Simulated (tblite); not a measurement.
# C5H7CdN2: the cost of one run

Computed with tblite 0.8.0 and PySCF 2.14.0; each step states its level. No surroundings beyond the atoms listed, unless a continuum is named. Atoms count from 0, parts from 1.

## 1. The system as given

15 atoms, charge 1, multiplicity 1; geometry: rigid parts in contact. Parts: 1 = atoms 0–13, `CCc1cc[n-]n1`, charge -1; 2 = atom 14, `[Cd+2]`, charge 2.

## 2. Bringing the parts together with GFN2-xTB

The job: settings as JSON, then the geometry in Å.

```
{"job": {"kind": "dock", "xc": "GFN2-xTB", "basis": "xTB"}, "charge": 1, "multiplicity": 1, "parts": [{"atoms": "0-13", "charge": -1, "multiplicity": 1}, {"atoms": "14-14", "charge": 2, "multiplicity": 1}]}
C     -1.908689     0.539648    -0.322240
C     -1.083634    -0.644949     0.186921
C      0.359598    -0.280272     0.359230
C      1.355578    -0.219590    -0.618166
C      2.473162     0.189167     0.102217
N      2.164234     0.356604     1.389998
N      0.865801     0.069389     1.548676
H     -1.527015     0.877368    -1.285189
H     -1.833034     1.366454     0.381251
H     -2.962602     0.272892    -0.440543
H     -1.484927    -0.972356     1.150901
H     -1.176991    -1.476549    -0.524151
H      1.276500    -0.443861    -1.674085
H      3.482019     0.366056    -0.254821
Cd     0.150498     2.348820     1.685543
```

Level: GFN2-xTB search for minima from random contacts, gas phase.

On the command line:

```bash
OMP_NUM_THREADS=1 python cluster_run.py task.json out
```

This one command runs all jobs of the session in turn.

**Question.** How long does this first job take on 1 thread of Intel Xeon 6975P-C, shared host?

About 2.8 s.
